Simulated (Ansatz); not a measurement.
# GaH7O2Si2: the cost of one run

The runs use Ansatz 0.2.0, Gaussian basis; RKS PBE0-D4/def2-TZVP.

The runs, in order: relaxation at PBE0-D4/def2-TZVP; harmonic vibrations at the same level; a single point in def2-TZVPP for the fields.

**1. Starting geometry**

12 atoms, charge 0, spin multiplicity 1.

Atoms are counted from 1 here; the program's logs count them from 0.

Bond lengths: Si1–O2 1.636 Å, Si1–H6 1.468 Å, Si1–H7 1.467 Å, Si1–H8 1.464 Å, O2–Ga3 1.735 Å, Ga3–O4 1.735 Å, Ga3–H9 1.505 Å, O4–Si5 1.636 Å, Si5–H10 1.467 Å, Si5–H11 1.464 Å, Si5–H12 1.467 Å. Angles: O2–Si1–H6 109.6°, O2–Si1–H7 108.3°, O2–Si1–H8 102.7°, H6–Si1–H7 111.0°, H6–Si1–H8 112.4°, H7–Si1–H8 112.5°, Si1–O2–Ga3 149.9°, O2–Ga3–O4 119.9°, O2–Ga3–H9 120.0°, O4–Ga3–H9 120.1°, Ga3–O4–Si5 149.2°, O4–Si5–H10 107.6°, O4–Si5–H11 102.8°, O4–Si5–H12 110.1°, H10–Si5–H11 112.6°, H10–Si5–H12 111.0°, H11–Si5–H12 112.3°.

Coordinates:

```
Si   -1.9748    0.2395    1.2983
O    -0.8622   -0.9501    1.1503
Ga    0.5880   -1.5674    0.4254
O     1.4506   -0.6075   -0.7349
Si    1.5897    0.7869   -1.5785
H    -1.2962    1.5240    1.5073
H    -2.7853    0.2662    0.0756
H    -2.7435   -0.1829    2.4703
H     1.0979   -2.9322    0.8046
H     2.1838    1.7885   -0.6862
H     2.4806    0.4127   -2.6787
H     0.2714    1.2223   -2.0535
```

The start is a GFN2-xTB geometry.

**2. Relaxation at PBE0-D4/def2-TZVP**

in.yaml reads:

```yaml
crystal:
  periodic: [false, false, false]
  atoms:
    - {symbol: Si, position_ang: [-1.974770, 0.239540, 1.298300]}
    - {symbol: O, position_ang: [-0.862200, -0.950140, 1.150320]}
    - {symbol: Ga, position_ang: [0.587980, -1.567380, 0.425400]}
    - {symbol: O, position_ang: [1.450570, -0.607530, -0.734920]}
    - {symbol: Si, position_ang: [1.589720, 0.786910, -1.578520]}
    - {symbol: H, position_ang: [-1.296220, 1.523980, 1.507300]}
    - {symbol: H, position_ang: [-2.785300, 0.266200, 0.075640]}
    - {symbol: H, position_ang: [-2.743470, -0.182870, 2.470300]}
    - {symbol: H, position_ang: [1.097860, -2.932190, 0.804610]}
    - {symbol: H, position_ang: [2.183830, 1.788520, -0.686190]}
    - {symbol: H, position_ang: [2.480620, 0.412690, -2.678730]}
    - {symbol: H, position_ang: [0.271380, 1.222270, -2.053500]}
basis:
  gaussian: {orbitals: def2-TZVP}
hamiltonian: {xc: pbe0, dispersion: d4}
relax: {f_tol: 0.005, max_steps: 150}
```

Launch:

```
> ansatz run in.yaml --threads 4 --pin off --events-out ev --progress --plain --max-ram 10444MiB
```

Q: Estimate wall time and peak memory on 4 threads of Arm Neoverse V1, shared host.

About 1.7 min, with a peak of 0.78 GiB.
